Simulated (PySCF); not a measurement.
# [Pb(CCH)]+: forces at shaken geometries

Aim: move all atoms of relaxed [Pb(CCH)]+ at random and read energies and forces. The structure is generated, not taken from experiment.

Computed with PySCF 2.14.0. Level: B3LYP, Pb def2-SVP with ECP60, C def2-SVP, H def2-SVP; scalar-relativistic core potentials, no spin–orbit coupling.

2 further runs of the same task are left out: 2 for a known fault of the program.

## Step 1: The system as given

4 atoms, charge 1, spin multiplicity 1.

Bond lengths: Pb1–C2 2.175 Å, C2–C3 1.230 Å, C3–H4 1.081 Å. Angles: Pb1–C2–C3 180.0°, C2–C3–H4 180.0°.

As a file:

```xyz
4
C2HPb
Pb    0.0000    0.0000   -0.1879
C     0.0000    0.0000    1.9875
C     0.0000    0.0000    3.2173
H     0.0000    0.0000    4.2985
```

Formal oxidation states: Pb +2. An earlier session relaxed this geometry at B3LYP, Pb def2-SVP with ECP60, C def2-SVP, H def2-SVP (singlet, point group C∞v).

Its energy there is -269.353658 Eh.

## Step 2: Atoms moved at random, σ = 0.1 Å

run.py (the lines that set the calculation)

```python
mol = gto.M(atom='''
Pb     0.01021    -0.05978    -0.25033
C      0.03663    -0.16607     2.02394
C     -0.01883     0.18870     3.17670
H     -0.02802     0.03715     4.36503''',
    basis={'Pb': 'def2-SVP', 'C': 'def2-SVP', 'H': 'def2-SVP'},
    ecp={'Pb': 'def2-SVP'},
    charge=1, spin=0)
mf = dft.RKS(mol, xc='B3LYP')
mf.grids.atom_grid = (50, 194)
mf = mf.density_fit()  # fitting sets: Pb def2-universal-JKFIT, C def2-universal-JKFIT, H def2-universal-JKFIT
mf.conv_tol = 1e-08; mf.max_cycle = 55
mf.kernel(dm0)  # dm0: the density of the relaxed state
```

On the command line:

```bash
$ OMP_NUM_THREADS=2 python run.py
```

## Step 3: Atoms moved at random, σ = 0.06 Å

Edit run.py (the lines that set the calculation) of step 2 so:

```diff
@@ -1,6 +1,6 @@
 mol = gto.M(atom='''
-Pb     0.01021    -0.05978    -0.25033
-C      0.03663    -0.16607     2.02394
-C     -0.01883     0.18870     3.17670
-H     -0.02802     0.03715     4.36503''',
+Pb     0.07890    -0.00808    -0.15667
+C     -0.03828     0.01409     1.94270
+C      0.06016    -0.05418     3.21457
+H     -0.10078     0.04817     4.31473''',
     basis={'Pb': 'def2-SVP', 'C': 'def2-SVP', 'H': 'def2-SVP'},
```

## Step 4: Atoms moved at random, σ = 0.03 Å

Edit run.py (the lines that set the calculation) of step 3 so:

```diff
@@ -1,6 +1,6 @@
 mol = gto.M(atom='''
-Pb     0.07890    -0.00808    -0.15667
-C     -0.03828     0.01409     1.94270
-C      0.06016    -0.05418     3.21457
-H     -0.10078     0.04817     4.31473''',
+Pb     0.01426     0.00562    -0.20294
+C      0.00407    -0.00905     1.94295
+C     -0.02358     0.01371     3.23883
+H      0.00526    -0.01028     4.33649''',
     basis={'Pb': 'def2-SVP', 'C': 'def2-SVP', 'H': 'def2-SVP'},
```

Q: Predict the outcome of this session. Wanted: for each run, σ; energy rise; harmonic estimate −½ F·u; largest force component.

The runs gave:

| σ (Å) | energy rise (eV) | harmonic estimate −½ F·u (eV) | largest force component (eV/Å) |
| --- | --- | --- | --- |
| 0.1 | 0.477 | 0.378 | 6.03 |
| 0.06 | 0.223 | 0.230 | 5.02 |
| 0.03 | 0.201 | 0.190 | 5.70 |

Every displacement raises the energy. For a harmonic well the rise equals −½ F·u; the two differ by at most 21 % here (a move with σ = 0.1 Å), from anharmonicity, the grid and the small forces left at the relaxed point. The bases are small and lack diffuse functions. Spin–orbit coupling is left out.
